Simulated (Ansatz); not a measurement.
The system is VWC2.

```
W V C
1.0
     1.51704    0.87586    4.93389
    -1.51704    0.87586    4.93389
     0.00000   -1.75173    4.93389
W V C
1 1 2
Cartesian
  0.0000 0.0000 0.0000
  0.0000 0.0000 7.4008
  0.0000 0.0000 3.6485
  0.0000 0.0000 11.1532
```

The cell comes from a database or a generator and needn't be the stable form of this composition.

| Property | Result |
| --- | --- |
| Program | Ansatz 0.2.0 |
| Task | relaxation of cell and atoms |
| Functional | PBEsol |
| Dispersion | D3(BJ) |
| Potentials or basis | Ansatz PAW |
| Cutoff | 420 eV (not typed: the program's choice for these potentials) |
| k mesh | 10 × 10 × 10 |
| Occupations | fermi-dirac, width 0.05 eV |
| Spin | collinear spin, ferromagnetic start |
| Starting moments | [0.0, 2.0, 0.0, 0.0] μB |

At the start: volume 9.83 Å³/atom.

**Question.** Where does the relaxation end?

**Answer.** It ends after 8 steps and the volume is 9.33 Å³/atom (-5.1 %); space group R-3m (No. 166, to 0.05 Å); moment 0.00 μB per cell.

The path:
```
step  energy change (eV)  largest force (eV/Å)  volume (Å³)
   1              0.0000                0.1087        39.33
   2             -0.1114                0.3755        37.17
   3             -0.1172                0.0744        37.38
   4             -0.1176                0.0030        37.35
   5             -0.1176                0.0002        37.34
   6             -0.1141                0.0001        37.34
   7             -0.1141                0.0001        37.33
   8             -0.1141                0.0001        37.33
```

Final structure:
```
W V C
1.0
     1.49202    0.86142    4.84070
    -1.49202    0.86142    4.84070
     0.00000   -1.72283    4.84070
W V C
1 1 2
Direct
  0.00000 0.00000 0.00000
  0.50000 0.50000 0.50000
  0.24609 0.24609 0.24609
  0.75391 0.75391 0.75391
```

Caveat: the plane-wave basis is chosen anew once the cell has moved, so the energies of steps on either side of that aren't comparable; the pressure holds a Pulay correction of +0.4 GPa for the finite cutoff; pairwise dispersion overbinds metals, which lowers pressure and volume; the PAW data sets come from PBE, with cores solved anew for the run's functional, which leaves a small shift of forces and pressure; the starting moments weren't kept.
